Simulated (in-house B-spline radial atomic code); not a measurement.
# He: ionisation energy by several methods

The task here is to estimate one member of a computed series from the others.

The numbers are computed with in-house B-spline radial atomic code version 1 (scalar-relativistic (X2C), several functionals, spin-polarised, exact exchange averaged over the configuration; spherical all-electron atom at the radial basis limit), except any that are marked as measured or tabulated.

## The system

| Property | Result |
| --- | --- |
| element | helium (Z = 2) |
| charge | 0 |
| electrons | 2 |
| configuration | 1s2 |
| nucleus | Gaussian, rms radius 1.675 fm |

Where spins are not typed, each open shell is filled with up spins first.

Set-up of the first run:

The run's settings:

```ini
Z = 2
electrons = 2.0
configuration = 1s2
hamiltonian = x2c
method = camb3lyp
spin_polarised = True
nucleus = gauss
rms_radius = 1.6755
mass_number = 4
atomic_mass = 4.00260325413
speed_of_light = 137.035999084
exact_exchange = averaged over the configuration
```

Command:

```sh
$ python run_scf.py task.json out
```

The settings of every run stand in task.json; they run in order.

Steps of the session up to this table: CAM-B3LYP, a range-separated hybrid; B3LYP, a global hybrid; r2SCAN0, a global hybrid; TPSSh, a global hybrid; BHandHLYP, a global hybrid.

One of the session's tables, all rows but one given; the rest of the session is left out.

| method | ΔSCF (eV) |
| --- | --- |
| B3LYP | 24.941 |
| r2SCAN0 | ? |
| TPSSh | 24.733 |
| BHandHLYP | 24.718 |
| CAM-B3LYP | 24.803 |

**Question.** Estimate the row for r2SCAN0.

**Answer.** ΔSCF (eV): 24.583. In the column «ΔSCF (eV)» it is the lowest.
